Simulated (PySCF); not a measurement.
# CH₆BF₂OP: geometry, spin-spin couplings

Aim: predict the spin-spin couplings of CH₆BF₂OP (`FC(F)O[BH2-][PH3+]`).

Programs: PySCF 2.14.0, with density-fitted response routines of our own. Each step states its level of theory. These are calculated values for one molecule in the gas phase, unless marked as measured. Atoms are numbered from 0 throughout.

### 1 Starting geometry

12 atoms, charge 0, multiplicity 1; geometry from: GFN2-xTB. The atoms were then displaced at random by about 0.01 Å, so the start is not that level's minimum.

Bonds of the start (Å): F0–C1 1.45, C1–F2 1.36, C1–O3 1.33, O3–B4 1.44, B4–P5 2.00, C1–H6 1.11, B4–H7 1.20, B4–H8 1.16, P5–H9 1.38, P5–H10 1.38, P5–H11 1.39.

### 2 Relaxing the molecule at PBE0-D3(BJ)/def2-SVP

What the job is given:

```
{"job": {"xc": "PBE0", "basis": "def2-SVP", "d3": "d3bj", "grid": 1, "shake": 0.01, "kind": "geom"}, "charge": 0, "multiplicity": 1}
F     -0.994870    -1.142400     0.660540
C     -1.680790    -0.138080    -0.124350
F     -2.695990    -0.812780    -0.720510
O     -0.829680     0.377150    -1.008550
B      0.322200     1.071690    -0.489860
P      1.457630    -0.426220     0.186200
H     -2.106500     0.557370     0.622050
H      0.118590     1.802090     0.438540
H      0.919760     1.554940    -1.363610
H      2.836940    -0.306870     0.156790
H      1.329100    -1.579190    -0.554030
H      1.363310    -0.985970     1.452550
```

Run with:

```console
$ OMP_NUM_THREADS=1 python probes_run.py task.json out
```

The driver reads the jobs from task.json and runs them one after another.

**Question.** This job is followed by: B3LYP/cc-pVTZ indirect spin-spin coupling, non-relativistic, gas phase; B3LYP/6-31G* indirect spin-spin coupling, non-relativistic, gas phase. Predict these results of the whole session: point group; rotational constants (main isotopes); largest coupling of the table (B3LYP/cc-pVTZ); range of J(F0,C1), mean over like pairs.

The runs gave:

```
                                     quantity                     value
                                  point group                        C1
         rotational constants (main isotopes)      5.97, 1.58, 1.34 GHz
largest coupling of the table (B3LYP/cc-pVTZ)  1J(F,C) F0–C1, -297.2 Hz
      range of J(F0,C1), mean over like pairs       -297.2 to -240.2 Hz
```

In words: Relaxing lowered the energy by 0.247 eV in 9 steps; the close pair that moved most is F0–C1, from 1.447 to 1.381 Å. In the run at B3LYP/cc-pVTZ, the largest coupling of the table is F0–C1 (mean over like pairs), -297.2 Hz, of which the Fermi-contact term gives -288.8 Hz. Couplings across rotatable bonds belong to this one conformer; where others are populated, the observed values are averages. Density functionals describe couplings to fluorine poorly, F–F couplings above all, so those rows are rough. The coupling F0–C1, as a mean over pairs of its kind, runs from -297.2 Hz (B3LYP/cc-pVTZ) to -240.2 Hz (B3LYP/6-31G*). Couplings from bases without tight functions are rough.
